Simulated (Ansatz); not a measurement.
**Cl₉GeHSi₃: one species, many methods**

How much do the methods differ for Cl₉GeHSi₃? The plan is to run it at one geometry with functionals of several rungs and with coupled cluster, and see how far each lands from CCSD(T) at the basis-set limit for the atomisation energy.

Method: functionals in def2-TZVPP, the program's frozen cores in correlated methods; program: Ansatz 0.2.0, Gaussian basis.

Plan: LDA (SPW92), PBE-D4, revPBE-D4, BLYP-D4, r2SCAN-D4, B97M-V, PBE0-D4, B3LYP-D4, r2SCANh-D4, r2SCAN0-D4, HSE06-D4, BHLYP-D4, CAM-B3LYP-D4, LC-ωPBE, ωB97X-V, ωB97M-V, B2PLYP, PBE-QIDH; CCSD(T)/def2-SVP; CCSD(T)/def2-TZVPP; MP2/def2-QZVPP; extrapolation to the limit; RPA on PBE.

**1. The relaxed structure**

All runs share one geometry, relaxed beforehand with PBE0-D4 in a triple-zeta def2 set.

SMILES `Cl[Si](Cl)(Cl)[GeH]([Si](Cl)(Cl)Cl)[Si](Cl)(Cl)Cl`, 14 atoms, charge 0, spin multiplicity 1.

Atoms are counted from 1 here; the program's logs count them from 0.

Bond lengths: Cl1–Si2 2.036 Å, Si2–Cl3 2.034 Å, Si2–Cl4 2.036 Å, Si2–Ge5 2.375 Å, Ge5–Si6 2.375 Å, Ge5–Si10 2.375 Å, Ge5–H14 1.536 Å, Si6–Cl7 2.036 Å, Si6–Cl8 2.036 Å, Si6–Cl9 2.034 Å, Si10–Cl11 2.036 Å, Si10–Cl12 2.036 Å, Si10–Cl13 2.034 Å. Angles: Cl1–Si2–Cl3 108.9°, Cl1–Si2–Cl4 108.7°, Cl1–Si2–Ge5 110.1°, Cl3–Si2–Cl4 108.9°, Cl3–Si2–Ge5 110.1°, Cl4–Si2–Ge5 110.2°, Si2–Ge5–Si6 109.8°, Si2–Ge5–Si10 109.8°, Si2–Ge5–H14 109.1°, Si6–Ge5–Si10 109.8°, Si6–Ge5–H14 109.1°, Si10–Ge5–H14 109.2°, Ge5–Si6–Cl7 110.1°, Ge5–Si6–Cl8 110.1°, Ge5–Si6–Cl9 110.2°, Cl7–Si6–Cl8 108.7°, Cl7–Si6–Cl9 108.9°, Cl8–Si6–Cl9 108.9° and more.

**2. LDA**

This LDA is Slater exchange with PW92 correlation.

File in.yaml:

```yaml
crystal:
  periodic: [false, false, false]
  atoms:
    - {symbol: Cl, position_ang: [-2.296015, -0.524311, 2.819553]}
    - {symbol: Si, position_ang: [-0.491414, -0.950104, 1.977407]}
    - {symbol: Cl, position_ang: [0.954445, 0.094832, 2.954732]}
    - {symbol: Cl, position_ang: [-0.125096, -2.941531, 2.193914]}
    - {symbol: Ge, position_ang: [-0.507270, -0.365954, -0.324910]}
    - {symbol: Si, position_ang: [-0.938483, 1.958010, -0.560863]}
    - {symbol: Cl, position_ang: [-0.966742, 2.468921, -2.531952]}
    - {symbol: Cl, position_ang: [-2.744231, 2.421453, 0.258617]}
    - {symbol: Cl, position_ang: [0.507037, 3.038103, 0.377893]}
    - {symbol: Si, position_ang: [1.589210, -0.898698, -1.306129]}
    - {symbol: Cl, position_ang: [1.578309, -0.419901, -3.285440]}
    - {symbol: Cl, position_ang: [1.964680, -2.891539, -1.120290]}
    - {symbol: Cl, position_ang: [3.076158, 0.139995, -0.385429]}
    - {symbol: H, position_ang: [-1.613588, -1.158375, -1.038301]}
basis:
  gaussian: {orbitals: def2-TZVPP}
hamiltonian: {xc: lda}
output: {orbitals: {seedname: orbitals}}
```

Run with:

```bash
$ ansatz run in.yaml --threads 11 --pin off --events-out ev --progress --plain --max-ram 174080MiB --backend cuda --devices 0, --max-vram 75GiB
```

The runs that follow: PBE-D4 (GGA); revPBE-D4 (GGA); BLYP-D4 (GGA); r2SCAN-D4 (meta-GGA); B97M-V (meta-GGA); B3LYP-D4 (hybrid); r2SCANh-D4 (hybrid); r2SCAN0-D4 (hybrid); HSE06-D4 (hybrid); BHLYP-D4 (hybrid); CAM-B3LYP-D4 (range-separated); LC-ωPBE (range-separated); ωB97X-V (range-separated); ωB97M-V (range-separated); B2PLYP (double hybrid); PBE-QIDH (double hybrid); CCSD(T) in def2-SVP; CCSD(T) in def2-TZVPP; MP2 in def2-QZVPP; RPA on PBE orbitals.

Before running them: what should the planned runs give, taken together? Wanted: atomisation energy, CCSD(T)/CBS; farthest beyond LDA; mean size of error, GGA; mean size of error, meta-GGA; mean size of error, hybrid; mean size of error, range-separated; mean size of error, double hybrid; gap, smallest and largest; T1 diagnostic.

**Answer**, as computed:

```
                               quantity                                                                             value
        atomisation energy, CCSD(T)/CBS                                                                         47.318 eV
    functionals within 0.473 eV (1.0 %)  revPBE-D4, PBE0-D4, r2SCANh-D4, r2SCAN0-D4, HSE06-D4, ωB97X-V, ωB97M-V, PBE-QIDH
                    farthest beyond LDA                                                              BHLYP-D4 (-2.017 eV)
                mean size of error, GGA                                                                          0.924 eV
           mean size of error, meta-GGA                                                                          0.815 eV
             mean size of error, hybrid                                                                          0.730 eV
    mean size of error, range-separated                                                                          0.746 eV
      mean size of error, double hybrid                                                                          0.999 eV
              gap, smallest and largest                                         5.11 eV (LDA (SPW92)), 11.77 eV (LC-ωPBE)
                          T1 diagnostic                                                                            0.0107
triples share of the correlation energy                                                                             4.5 %
```

**Reading.** The LDA atomisation energy is off by 7.122 eV (15 %): it overbinds. PBE-D4 misses by +0.861 eV. Double hybrids carry the basis error of their MP2 part in triple zeta, and no dispersion term here, so their miss is partly the set-up's. By mean error the best rung here is hybrid (0.730 eV) and the worst beyond LDA is double hybrid (0.999 eV). The gap between the best rungs is small, so their order is not settled. The reference freezes the cores and leaves out relativity and excitations past (T), and its outer-core shells are covered unevenly, so misses under about 0.473 eV can't be ranked. Hartree-Fock recovers 72 % of the binding; the rest is correlation. CCSD(T) in def2-SVP is off by -5.418 eV, worse than the median functional, from the basis alone. Orbital gaps span 5.1 to 11.8 eV; exact exchange widens them. Correlated methods include outer-core shells of Ge, which these sets cover unevenly.
